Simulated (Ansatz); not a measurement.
# CaMg and its free atoms: a cohesive energy from free atoms

Program: Ansatz 0.2.0, Python API.

The cells in order, each with its output:

In [1]:
```python
from collections import Counter

import ansatz as az


def counts(outcome):
    return Counter(site.symbol for site in outcome.lattice.sites)

UNPAIRED = {"Ca": 0, "Mg": 0}  # unpaired electrons of the free atoms
```

In [2]:
```python
def compute(name, crystal):
    calc = crystal.calculation()
    calc = calc.scf(max_iterations=150, algorithm="density_mixing", self_checks="high")
    calc = calc.accuracy("low").basis(31 * az.Ry, density_ratio=8)
    calc = calc.functional("LDA")
    calc = calc.kpoints(spacing=0.3)
    calc = calc.occupations("fermi_dirac", width=0.02)
    if name.endswith(" atom"):
        calc = calc.kpoints(1, 1, 1).occupations("fermi_dirac", width=0.01)
        if UNPAIRED[name.split()[0]]:
            calc = calc.spin("collinear")
        return calc.run(threads=1, backend="cpu")
    calc = calc.relax(force_tolerance=0.01, cell=True)
    return calc.run(threads=1, backend="cpu")
```

In [3]:
```python
phases = {}
camg = (
    az.Lattice.from_parameters(6.034426, 6.034426, 6.034426, alpha=35.28209, beta=35.28209, gamma=35.28209)
    .atom("Ca", (0.0, 0.0, 0.0))
    .atom("Mg", (0.5, 0.5, 0.5))
)
phases["CaMg"] = camg
# a box with unlike edges lets an open shell break the spherical symmetry
for element, moment in UNPAIRED.items():
    phases[f"{element} atom"] = az.Lattice.orthorhombic(10.0, 10.5, 11.0).atom(element, (0.5, 0.5, 0.5), moment=moment or None)

done = {}
for name, crystal in phases.items():
    done[name] = compute(name, crystal)
    print(f"{name}: {done[name].report['energy_sigma0_ev']:.4f} eV, {len(done[name].lattice.sites)} atoms")

for element in UNPAIRED:
    atom = done[f"{element} atom"].report
    print(f"{element} atom: {atom['energy_sigma0_ev']:.4f} eV, moment {atom['magnetization_mub']:.2f} muB")
solid = done["CaMg"]
n = counts(solid)
binding = (sum(k * done[f"{e} atom"].report["energy_sigma0_ev"] for e, k in n.items()) - solid.report["energy_sigma0_ev"]) / sum(n.values())
print(f"cohesive energy {binding:.3f} eV/atom = {96.4853 * binding:.0f} kJ/mol of atoms (no zero-point energy)")
```
```text
CaMg: -3674.1200 eV, 2 atoms
Ca atom: -1770.4257 eV, 1 atoms
Mg atom: -1899.8409 eV, 1 atoms
Ca atom: -1770.4257 eV, moment 0.00 muB
Mg atom: -1899.8409 eV, moment 0.00 muB
cohesive energy 1.927 eV/atom = 186 kJ/mol of atoms (no zero-point energy)
```

Notes:
- These settings explore the input space; cutoff and mesh may be short of convergence.
- The magnetic order follows from the starting moments and needn't be the lowest.
- For the metals among these phases the mesh is modest: differences between phases can be off by up to 40 meV an atom.
- The cells come from databases of deposited and of computed structures, and not all need be stable phases.
- Free atoms in a box carry small image and symmetry errors, and spin-orbit coupling is left out.
- Finished in 16 s on 1 thread of Arm Neoverse V1 (shared host), peak memory 0.93 GiB.

(Lines on the test bed's own set-up are left out of the output.)
